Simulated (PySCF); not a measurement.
# F3HfO (Hf(O)(F)3-): the cost of one run

The runs use PySCF 2.14.0; TPSS, Hf def2-SVP with ECP60, O def2-SVP, F def2-SVP; scalar-relativistic core potentials, no spin–orbit coupling.

4 further runs of the same task are left out: 2 for a known fault of the program, 1 that didn't finish, 1 set aside as unsound or not needed.

### Step 1. The starting structure

5 atoms, charge -1, spin multiplicity 1.

Bond lengths: Hf1–O2 1.825 Å, Hf1–F3 1.989 Å, Hf1–F4 1.989 Å, Hf1–F5 1.989 Å. Angles: O2–Hf1–F3 109.4°, O2–Hf1–F4 109.4°, O2–Hf1–F5 109.4°, F3–Hf1–F4 109.6°, F3–Hf1–F5 109.6°, F4–Hf1–F5 109.6°.

Geometry (Å):

| atom | x (Å) | y (Å) | z (Å) |
| --- | --- | --- | --- |
| Hf1 | 0.0112 | 0.0112 | 0.0112 |
| O2 | 1.0649 | 1.0649 | 1.0649 |
| F3 | -1.1356 | -1.1356 | 1.1623 |
| F4 | 1.1623 | -1.1356 | -1.1356 |
| F5 | -1.1356 | 1.1623 | -1.1356 |

Formal oxidation states: Hf +4. An earlier session relaxed this geometry at TPSS, Hf def2-SVP with ECP60, O def2-SVP, F def2-SVP (singlet, point group C3v).

Its energy there is -422.885466 Eh.

### Step 2. Multiplicity 3 at the relaxed geometry

run.py (the lines that set the calculation) reads:

```python
mol = gto.M(atom='''
Hf     0.01124     0.01124     0.01124
O      1.06491     1.06491     1.06491
F     -1.13563    -1.13563     1.16231
F      1.16231    -1.13563    -1.13563
F     -1.13563     1.16231    -1.13563''',
    basis={'Hf': 'def2-SVP', 'O': 'def2-SVP', 'F': 'def2-SVP'},
    ecp={'Hf': 'def2-SVP'},
    charge=-1, spin=2)
mf = dft.UKS(mol, xc='TPSS')
mf.grids.atom_grid = (50, 194)
mf = mf.density_fit()  # fitting sets: Hf def2-universal-JKFIT, O def2-universal-JKFIT, F def2-universal-JKFIT
mf.conv_tol = 1e-08; mf.max_cycle = 55
mf.kernel(dm0)  # dm0: free metal ions and neutral atoms
```

Command:

```
$ OMP_NUM_THREADS=2 python run.py
```

**Question.** How long does this run take on 2 threads of Arm Neoverse V1, shared host?

About 31 s.
